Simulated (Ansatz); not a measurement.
**C₄H₉ClFIn: taking an electron away**

Aim: the vertical ionisation energy of C₄H₉ClFIn, as cation minus neutral at the neutral's geometry, on several levels, and how well −ε(HOMO) stands in for it.

The runs use Ansatz 0.2.0, Gaussian basis; unrestricted cation, the program's frozen cores in correlated methods.

Plan: UKS PBE-D4/def2-TZVPP; UKS r2SCAN-D4/def2-TZVPP; UKS PBE0-D4/def2-TZVPP; UKS B3LYP-D4/def2-TZVPP; UKS wB97X-V/def2-TZVPP; UKS wB97M-V/def2-TZVPP; UKS B2PLYP/def2-TZVPP; UHF-CCSD(T)/def2-TZVPP; UHF-MP2/def2-QZVPP; extrapolation to the limit; then −ε(HOMO) from the neutral's earlier runs with LDA (SPW92), PBE-D4, revPBE-D4, BLYP-D4, r2SCAN-D4, B97M-V, PBE0-D4, B3LYP-D4, r2SCANh-D4, r2SCAN0-D4, HSE06-D4, BHLYP-D4, CAM-B3LYP-D4, LC-ωPBE, ωB97X-V, ωB97M-V.

## Step 1: Structure used throughout

The geometry comes from an earlier relaxation with PBE0-D4 in a triple-zeta def2 set; it is a stationary point, not always the lowest conformer. In takes the def2 core potential; no spin-orbit term is included.

SMILES `C[C](C)(C)[In]([F])[Cl]`, 16 atoms, charge 0, spin multiplicity 1.

Atoms are counted from 1 here; the program's logs count them from 0.

Bond lengths: C1–C2 1.522 Å, C1–H8 1.099 Å, C1–H9 1.093 Å, C1–H10 1.093 Å, C2–C3 1.520 Å, C2–C4 1.522 Å, C2–In5 2.178 Å, C3–H11 1.092 Å, C3–H12 1.099 Å, C3–H13 1.092 Å, C4–H14 1.093 Å, C4–H15 1.099 Å, C4–H16 1.093 Å, In5–F6 1.956 Å, In5–Cl7 2.327 Å. Angles: C2–C1–H8 109.0°, C2–C1–H9 112.4°, C2–C1–H10 112.5°, H8–C1–H9 107.4°, H8–C1–H10 107.1°, H9–C1–H10 108.3°, C1–C2–C3 110.9°, C1–C2–C4 110.3°, C1–C2–In5 107.7°, C3–C2–C4 110.9°, C3–C2–In5 109.3°, C4–C2–In5 107.6°, C2–C3–H11 112.4°, C2–C3–H12 109.1°, C2–C3–H13 112.4°, H11–C3–H12 107.4°, H11–C3–H13 107.9°, H12–C3–H13 107.4° and more.

## Step 2: Cation, UKS PBE-D4/def2-TZVPP

Input file in.yaml:

```yaml
crystal:
  periodic: [false, false, false]
  atoms:
    - {symbol: C, position_ang: [0.413669, 0.639651, 1.365830]}
    - {symbol: C, position_ang: [0.019923, -0.088821, 0.088439]}
    - {symbol: C, position_ang: [1.101630, -1.069967, -0.331897]}
    - {symbol: C, position_ang: [-1.313696, -0.799258, 0.274589]}
    - {symbol: In, position_ang: [-0.241497, 1.405871, -1.473640]}
    - {symbol: F, position_ang: [-1.515850, 2.872213, -1.246848]}
    - {symbol: Cl, position_ang: [0.793217, 1.612261, -3.547940]}
    - {symbol: H, position_ang: [0.515009, -0.093123, 2.178196]}
    - {symbol: H, position_ang: [-0.337044, 1.369954, 1.676778]}
    - {symbol: H, position_ang: [1.374521, 1.152820, 1.274536]}
    - {symbol: H, position_ang: [0.848120, -1.599470, -1.253200]}
    - {symbol: H, position_ang: [1.229395, -1.824167, 0.456576]}
    - {symbol: H, position_ang: [2.069162, -0.584691, -0.479836]}
    - {symbol: H, position_ang: [-1.625667, -1.343419, -0.620692]}
    - {symbol: H, position_ang: [-1.215331, -1.537146, 1.082710]}
    - {symbol: H, position_ang: [-2.115561, -0.112697, 0.556380]}
basis:
  gaussian: {orbitals: def2-TZVPP}
total_charge: 1
magnetization: {spin_polarized: true, initial_magnetization: 1}
hamiltonian: {xc: pbe, dispersion: d4}
```

Further steps of the session: Cation, UKS r2SCAN-D4/def2-TZVPP; Cation, UKS PBE0-D4/def2-TZVPP; Cation, UKS B3LYP-D4/def2-TZVPP; Cation, UKS wB97X-V/def2-TZVPP; Cation, UKS wB97M-V/def2-TZVPP; Cation, UKS B2PLYP (frozen core)/def2-TZVPP; Cation, UHF-CCSD(T)/def2-TZVPP; Cation, UHF-MP2/def2-QZVPP.

Before running them: what should the planned runs give, taken together? Wanted: ionisation energy, CCSD(T)/CBS; nearest functional by difference; nearest −ε(HOMO); −ε(HOMO) of PBE; T1 of the cation.

The runs gave:

| quantity | value |
| --- | --- |
| ionisation energy, CCSD(T)/CBS | 9.89 eV |
| nearest functional by difference | ωB97X-V (-0.23 eV) |
| nearest −ε(HOMO) | ωB97X-V (+0.05 eV) |
| −ε(HOMO) of PBE | 6.65 eV |
| T1 of the cation | 0.019 |

Energy differences with functionals land within 0.66 eV of the reference. The PBE orbital energy is 3.2 eV too small: a semilocal HOMO is no ionisation energy. Among orbital estimates ωB97X-V comes nearest. Hartree-Fock falls 1.07 eV short, as the neutral has more correlation energy than the cation. Correlated methods include outer-core shells of In, which these sets cover unevenly. With outer-core shells in play the reference is unsure by up to some tenths of an eV, so close misses can't be ranked.
